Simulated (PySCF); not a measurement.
# Ga₃N: structure of the singlet

Aim: relax Ga₃N as a singlet from a hand-made T-shaped geometry, check by its vibrations whether the end is a minimum, and collect its spectrum and constants.

Program: PySCF 2.14.0. Level of theory: PBE0, basis N def2-SVP, Ga def2-SVP, no relativity, density fitting. These are calculated values, not measurements.

### 1 Where the work starts

4 atoms, charge 0, spin multiplicity 1.

Bond lengths: N1–Ga2 1.950 Å, N1–Ga3 1.950 Å, N1–Ga4 1.950 Å, Ga2–Ga3 2.709 Å, Ga2–Ga4 2.709 Å. Angles: Ga2–N1–Ga3 88.0°, Ga2–N1–Ga4 88.0°, Ga3–N1–Ga4 176.0°, N1–Ga2–Ga3 46.0°, N1–Ga2–Ga4 46.0°, Ga3–Ga2–Ga4 92.0°, N1–Ga3–Ga2 46.0°, N1–Ga4–Ga2 46.0°.

Coordinates in bohr (charge 0 multiplicity 1):
```
N     0.0000    0.0000    0.0000
Ga    0.0000    0.0000    3.6850
Ga    3.6827    0.0000    0.1287
Ga   -3.6827    0.0000    0.1287
```

### 2 Finding the electronic state

One driver script runs all steps and calls PySCF; scf.py shows how it sets up the SCF of each step. The optimiser is the driver's own. After this first run the driver tries any further starts and a stability analysis.

Input file scf.py:

```python
from pyscf import gto, scf, dft
mol = gto.M(atom='''
N      0.000000     0.000000     0.000000
Ga     0.000000     0.000000     1.950000
Ga     1.948800     0.000000     0.068100
Ga    -1.948800     0.000000     0.068100''',
    basis={'N': 'def2-SVP', 'Ga': 'def2-SVP'},
    charge=0, spin=0)
mf = dft.RKS(mol, xc='PBE0')
mf.grids.atom_grid = (50, 194)
aux = {'N': 'def2-universal-JKFIT', 'Ga': 'def2-universal-JKFIT'}
mf = mf.density_fit(auxbasis=aux)
mf.conv_tol = 1e-08
mf.diis_space = 10
mf.max_cycle = 60
mf.init_guess = 'minao'
mf.verbose = 4
mf.kernel()
```

Command:

```bash
$ OMP_NUM_THREADS=2 python axn.py task.json out
```

Output:

```text
init E= -5826.31604292019
  HOMO = -0.22518886534947  LUMO = -0.128197336960298  gap/eV = 2.63927
cycle= 1 E= -5827.54155068675  delta_E= -1.23  |g|= 0.96  |ddm|= 2.09
  HOMO = -0.111986782882971  LUMO = -0.0936940639592829  gap/eV = 0.49777
cycle= 2 E= -5825.84228156514  delta_E=  1.7  |g|= 2.37  |ddm|= 2.48
  HOMO = -0.234025817789203  LUMO = -0.129118789577533  gap/eV = 2.85467
cycle= 3 E= -5827.67031040631  delta_E= -1.83  |g|= 0.49  |ddm|=  2.2
  HOMO = -0.215171472650132  LUMO = -0.115280437223501  gap/eV = 2.71817
cycle= 4 E= -5827.72729109185  delta_E= -0.057  |g|= 0.112  |ddm|= 0.492
  HOMO = -0.221584055547951  LUMO = -0.113958159557752  gap/eV = 2.92865
cycle= 5 E= -5827.72869883299  delta_E= -0.00141  |g|= 0.0202  |ddm|= 0.0963
  HOMO = -0.219511925815711  LUMO = -0.113748754596663  gap/eV = 2.87796
cycle= 6 E= -5827.72887601952  delta_E= -0.000177  |g|= 0.00851  |ddm|= 0.0411
  HOMO = -0.220331449205852  LUMO = -0.114280105336887  gap/eV = 2.88580
cycle= 7 E= -5827.72889686318  delta_E= -2.08e-05  |g|= 0.0026  |ddm|= 0.0109
  HOMO = -0.22045320909055  LUMO = -0.114348163447874  gap/eV = 2.88727
cycle= 8 E= -5827.72889861931  delta_E= -1.76e-06  |g|= 0.000831  |ddm|= 0.00303
  HOMO = -0.220413660643268  LUMO = -0.114307691684202  gap/eV = 2.88729
cycle= 9 E= -5827.72889890523  delta_E= -2.86e-07  |g|= 0.000145  |ddm|= 0.00126
  HOMO = -0.22040064205109  LUMO = -0.11431084606988  gap/eV = 2.88685
cycle= 10 E= -5827.72889892882  delta_E= -2.36e-08  |g|= 6.41e-05  |ddm|= 0.000672
  HOMO = -0.220399547061366  LUMO = -0.114310465134111  gap/eV = 2.88683
cycle= 11 E= -5827.72889892991  delta_E= -1.1e-09  |g|= 1.66e-05  |ddm|= 5.66e-05
  HOMO = -0.220395311363978  LUMO = -0.114308851463512  gap/eV = 2.88676
Extra cycle  E= -5827.72889892946  delta_E= 4.57e-10  |g|= 4.6e-05  |ddm|= 5.4e-05
converged SCF energy = -5827.72889892946
```

This step, with its further starts and checks, took 14 s on 2 threads of AMD EPYC 7R43 (Zen 3), shared host.

The test of internal stability found no lower closed-shell solution.

### 3 T-shaped start, singlet: relaxation

The program finds C2v symmetry in the start, which this walk keeps. The walk stops when the largest gradient is under 0.0003 Eh/bohr and the energy has settled too.

scf.py: that of step 2 with these lines changed.

```diff
@@ -3,4 +3,4 @@
-N      0.000000     0.000000     0.000000
-Ga     0.000000     0.000000     1.950000
-Ga     1.948800     0.000000     0.068100
-Ga    -1.948800     0.000000     0.068100''',
+N      0.000000     0.000000    -0.651294
+Ga     0.000000     0.000000     1.298706
+Ga     1.948800    -0.000000    -0.583194
+Ga    -1.948800     0.000000    -0.583194''',
@@ -16 +15,0 @@
-mf.init_guess = 'minao'
```

Energy and gradient, step by step:

```
step   energy (Eh)  change (kJ/mol)  largest symmetric gradient (Eh/bohr)
   0  -5827.728899             0.00                               0.01795
   1  -5827.736650           -20.35                               0.01608
   2  -5827.756217           -71.72                               0.01361
   3  -5827.762985           -89.49                               0.01957
   4  -5827.765056           -94.93                               0.01253
   5  -5827.766994          -100.02                               0.00750
   6  -5827.767310          -100.85                               0.00385
   7  -5827.767369          -101.00                               0.00137
   8  -5827.767375          -101.02                               0.00013
   9  -5827.767375          -101.02                               0.00001
```

The walk took 75 s.

Positions (Å) and forces (eV/Å) along the way:

```
step 0
N    0.000   0.000  -0.651   0.000   0.000   0.817
Ga   0.000   0.000   1.299   0.000   0.000   0.923
Ga   1.949   0.000  -0.583  -0.343   0.000  -0.870
Ga  -1.949   0.000  -0.583   0.343   0.000  -0.870
step 1
N    0.000   0.000  -0.590   0.000   0.000   0.827
Ga   0.000   0.000   1.357   0.000   0.000   0.772
Ga   1.921   0.000  -0.643  -0.089   0.000  -0.799
Ga  -1.921   0.000  -0.643   0.089   0.000  -0.799
step 5
N    0.000   0.000  -0.172   0.000   0.000   0.386
Ga   0.000   0.000   1.753   0.000   0.000  -0.251
Ga   1.686   0.000  -1.050  -0.062   0.000  -0.067
Ga  -1.686   0.000  -1.050   0.062   0.000  -0.067
step 9
N    0.000   0.000  -0.129   0.000   0.000   0.000
Ga   0.000   0.000   1.774   0.000   0.000   0.000
Ga   1.647   0.000  -1.082   0.000   0.000   0.000
Ga  -1.647   0.000  -1.082   0.000   0.000   0.000
```

End point (D3h, 9 steps, 101.0 kJ/mol gained): N–Ga 1.903 Å (×3); Ga–N–Ga 120.0° (×3).

### 4 Frequencies

The point is checked on the finer grid, and tightened if its gradient asks for it. The Hessian and the dipole derivatives come from central differences of analytic gradients, with steps of 0.02 bohr.

scf.py: that of step 3 with these lines changed.

```diff
@@ -3,4 +3,4 @@
-N      0.000000     0.000000    -0.651294
-Ga     0.000000     0.000000     1.298706
-Ga     1.948800    -0.000000    -0.583194
-Ga    -1.948800     0.000000    -0.583194''',
+N      0.000000    -0.000000     0.000000
+Ga     0.000897     0.000000     1.902865
+Ga     1.647481    -0.000000    -0.952209
+Ga    -1.648378     0.000000    -0.950656''',
@@ -10 +10 @@
-mf.grids.atom_grid = (50, 194)
+mf.grids.atom_grid = (75, 302)
@@ -13 +13 @@
-mf.conv_tol = 1e-08
+mf.conv_tol = 1e-10
```

This SCF starts from the last density.

Log of the central SCF (cycles and frontier levels):

```text
init E= -5827.76750017452
  HOMO = -0.222698154674707  LUMO = -0.0605473381539909  gap/eV = 4.41235
cycle= 1 E= -5827.76750017451  delta_E= 5.46e-12  |g|= 2.54e-06  |ddm|= 3.76e-06
  HOMO = -0.222697814273373  LUMO = -0.0605472076178756  gap/eV = 4.41234
Extra cycle  E= -5827.76750017449  delta_E= 1.91e-11  |g|= 6.5e-06  |ddm|= 6.86e-06
converged SCF energy = -5827.76750017449
```

The whole step took 58 s.

Geometry: D3h; N–Ga 1.903 Å (×3); Ga–N–Ga 120.0° (×3).

Harmonic modes (main isotopes):

```csv
symmetry,ω (cm⁻¹),IR (km/mol)
e',93,2.6
a2'',179,0.2
a1',266,0.0
e',672,806
```

Every mode is real; the point is a minimum.

Properties at this point:

| Property | Result |
| --- | --- |
| Dipole moment | 0.00 D |
| Highest occupied level | -6.06 eV |
| Lowest empty level | -1.65 eV |
| Rotational constants | 0.04503, 0.04503, 0.02252 cm⁻¹ |
| Zero-point energy | 11.8 kJ/mol |
| Principal polarisabilities | 83.1, 125.9, 125.9 bohr³ |
| Atomisation energy without zero-point energy | 977 kJ/mol |
| Principal traceless quadrupole moments about the centre of mass | -3.19, -3.19, 6.39 D Å |
| Entropy at 298.15 K and 1 bar | 336.0 J/(mol K) |
| Heat capacity Cp at 298.15 K | 72.1 J/(mol K) |
| Enthalpy at 298.15 K above 0 K | 17.27 kJ/mol |
| Rotational symmetry number | 6 |

Charges (e) and bond orders:

```
   atom  Mulliken  Löwdin  polar tensor  Mayer order to N1
     N1     -0.76   -0.34         -1.51                  –
Ga2,3,4      0.25    0.11          0.50               0.98
```

Outer orbital energies (eV). occupied: -22.62, -19.92, -11.22, -11.22, -7.91, -7.60, -6.06, -6.06; empty: -1.65, -1.65, -1.10, -1.10.

Mulliken populations on N1: s 3.65, p 4.10, d 0.00.

### 5 Outcome

```
                                 quantity                                     value
                                  minimum                              singlet, D3h
                                 geometry    N–Ga 1.903 Å (×3); Ga–N–Ga 120.0° (×3)
                       wavenumbers (cm⁻¹)  93 (e'), 179 (a2''), 266 (a1'), 672 (e')
                            dipole moment                                    0.00 D
     highest occupied, lowest empty level                           -6.06, -1.65 eV
                polar-tensor charge of N1                                   -1.51 e
                        zero-point energy                               11.8 kJ/mol
                      entropy at 298.15 K                           336.0 J/(mol K)
atomisation energy (no zero-point energy)                                977 kJ/mol
```

In words: From C2v at the start the molecule goes to a D3h minimum. In the infrared the band at 672 cm⁻¹ (e') leads. The dipole vanishes although N1 carries -1.5 e by the polar tensor: the bond dipoles cancel. Other starts or spin states, not run here, may lie lower.

The search up to here took 2.5 min.
